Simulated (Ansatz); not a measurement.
# GdCu2: the cost of one run

All numbers below are computed with Ansatz 0.2.0 (DFT PBEsol, plane waves, PAW, scalar-relativistic, no spin polarisation).

## 1. The starting structure

The cell holds 24 atoms (Cu16Gd8): a = 8.885 Å, b = 7.104 Å, c = 7.508 Å, α = 90.00°, β = 90.00°, γ = 90.00°.

The coordinates stand in the first input below.

## 2. Run 1

140 steps of 3 fs under a Langevin thermostat at 2000 K.

File input.yaml:

```yaml
crystal:
  lattice:
    - [8.884731, 0.0, 0.0]
    - [0.0, 7.104476, 0.0]
    - [0.0, 0.0, 7.508108]
  atoms:
    - { symbol: Gd, position: [0.25, 0.25, 0.4566358] }
    - { symbol: Gd, position: [0.0, 0.25, 0.0433642] }
    - { symbol: Cu, position: [0.0, 0.553994, 0.3350091] }
    - { symbol: Cu, position: [0.25, 0.946006, 0.1649909] }
    - { symbol: Cu, position: [0.0, 0.053994, 0.6649909] }
    - { symbol: Cu, position: [0.25, 0.446006, 0.8350091] }
    - { symbol: Gd, position: [0.75, 0.25, 0.4566358] }
    - { symbol: Gd, position: [0.5, 0.25, 0.0433642] }
    - { symbol: Cu, position: [0.5, 0.553994, 0.3350091] }
    - { symbol: Cu, position: [0.75, 0.946006, 0.1649909] }
    - { symbol: Cu, position: [0.5, 0.053994, 0.6649909] }
    - { symbol: Cu, position: [0.75, 0.446006, 0.8350091] }
    - { symbol: Gd, position: [0.5, 0.75, 0.9566358] }
    - { symbol: Gd, position: [0.25, 0.75, 0.5433642] }
    - { symbol: Cu, position: [0.25, 0.0539941, 0.8350091] }
    - { symbol: Cu, position: [0.5, 0.446006, 0.6649909] }
    - { symbol: Cu, position: [0.25, 0.553994, 0.1649909] }
    - { symbol: Cu, position: [0.5, 0.946006, 0.3350091] }
    - { symbol: Gd, position: [0.0, 0.75, 0.9566358] }
    - { symbol: Gd, position: [0.75, 0.75, 0.5433642] }
    - { symbol: Cu, position: [0.75, 0.0539941, 0.8350091] }
    - { symbol: Cu, position: [0.0, 0.446006, 0.6649909] }
    - { symbol: Cu, position: [0.75, 0.553994, 0.1649909] }
    - { symbol: Cu, position: [0.0, 0.946006, 0.3350091] }
basis:
  ecutwfc: 420.0
kpoints:
  mp_grid: { grid: [1, 2, 2] }
hamiltonian:
  xc: pbesol
scf:
  occupations: { method: fermi_dirac, width: 0.17 }
  lower_state_search: "off"
md:
  timestep: 3
  n_steps: 140
  ensemble: nvt_langevin
  temperature: 2000.0
  initial_velocities: maxwell_boltzmann
  seed: 272146
  friction: 0.02
```

Run with:

```console
$ ansatz run input.yaml --threads 4 --pin off --max-ram 10240MiB --backend cpu --events-out ev --progress --plain --runs-dir out
```

**Question.** How long does this run take on 4 threads of Intel Xeon Platinum 8488C (Sapphire Rapids), shared host, and how much memory does it need?

About 27 min, with a peak of 2.7 GiB.
